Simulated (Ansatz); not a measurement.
# ReBi (zincblende type): how the settings move a single-point run

Question: which choices in the input matter for ReBi (zincblende type)?

Program: Ansatz 0.2.0. Level of theory: reference: DFT, PBE, norm-conserving pseudopotentials, Ansatz's default files, scalar-relativistic. These are calculated values, not measurements.

## 1. The starting structure

It takes space group F-43m (No. 216, cubic). Conventional cell: a = 5.731 Å, b = 5.731 Å, c = 5.731 Å, α = 90.00°, β = 90.00°, γ = 90.00°. Re (site symmetry -43m) is surrounded by 4 Bi at 2.48 Å. Around Bi (site symmetry -43m) lie 4 Re at 2.48 Å.

As a file:

```
CELL_PARAMETERS angstrom
0.00000 2.86535 2.86535
2.86535 0.00000 2.86535
2.86535 2.86535 0.00000
ATOMIC_POSITIONS crystal
Re 0.00000 0.00000 0.00000
Bi 0.25000 0.25000 0.25000
```

## 2. The reference run

File input.yaml:

```yaml
crystal:
  lattice:
    - [0.0, 2.8653549392, 2.8653549392]
    - [2.8653549392, 0.0, 2.8653549392]
    - [2.8653549392, 2.8653549392, 0.0]
  atoms:
    - { symbol: Re, position: [0.0, 0.0, 0.0] }
    - { symbol: Bi, position: [0.25, 0.25, 0.25] }
kpoints:
  mp_grid: { grid: [11, 11, 11] }
scf:
  occupations: { method: fermi_dirac, width: 0.1 }
hamiltonian:
  xc: pbe
  pseudopotentials: { kind: nc }
output:
  forces: true
  stress: true
  eigenvalues: true
```

On the command line:

```
$ ansatz run input.yaml --threads 1 --pin off --max-ram 2048MiB --backend cpu --events-out ev --progress --plain --runs-dir out
```

## 3. Variant: starting moments, occupations.method tetrahedron_uncorrected, eigensolver.kind davidson, spin_polarized true, basis.precision f64, width left out

File input.yaml:

```yaml
crystal:
  lattice:
    - [0.0, 2.8653549392, 2.8653549392]
    - [2.8653549392, 0.0, 2.8653549392]
    - [2.8653549392, 2.8653549392, 0.0]
  atoms:
    - { symbol: Re, position: [0.0, 0.0, 0.0], spin: -1.0 }
    - { symbol: Bi, position: [0.25, 0.25, 0.25], spin: -4.0 }
kpoints:
  mp_grid: { grid: [11, 11, 11] }
scf:
  occupations: { method: tetrahedron_uncorrected }
  eigensolver: { kind: davidson }
hamiltonian:
  xc: pbe
  pseudopotentials: { kind: nc }
output:
  forces: true
  stress: true
  eigenvalues: true
magnetization:
  spin_polarized: true
basis:
  precision: f64
```

Q: Predict the outcome of this session. Wanted: for each run, ending; energy change; pressure; gap; force.

The runs gave:

```tsv
run	ending	energy change	pressure (GPa)	gap (eV)	force (eV/Å)	cycles	time
reference	converged	0	35.6	0.11	0.00	9	12 s
1: starting moments, occupations.method tetrahedron_uncorrected, eigensolver.kind davidson, spin_polarized true, basis.precision f64, width left out	converged	-3.4 meV/atom (σ→0)	35.1	0.11	0.00	16	44 s
```

Residual by cycle in the longest SCF loop of each run; runs are numbered as in the table. The quantity is the density residual dr2, in eV.

```tsv
cycle	reference	run 1
1	3.07	2.08
2	0.337	0.76
4	0.00522	0.00664
5	7.9e-4	0.00449
6	5.1e-5	0.0016
8	3.3e-7	4.7e-4
9	1.1e-8	1.1e-4
11	-	4.3e-6
12	-	3.7e-7
13	-	7.5e-8
15	-	3.1e-10
16	-	9.7e-12
```

**Reading.** Changing the spin polarisation, smearing, solver and arithmetic precision moves the energy by -3.4 meV/atom (σ→0 values), and the pressure goes from 35.6 to 35.1 GPa. The moments died out, so spin adds nothing to this shift. Cost: 16 SCF cycles against 9, 44 s against 12 s. The structure is not at rest: the sound run finds 36 GPa, so these are no properties of the relaxed crystal.  The gap of the reference lacks spin-orbit coupling, though the cell holds Re and Bi.
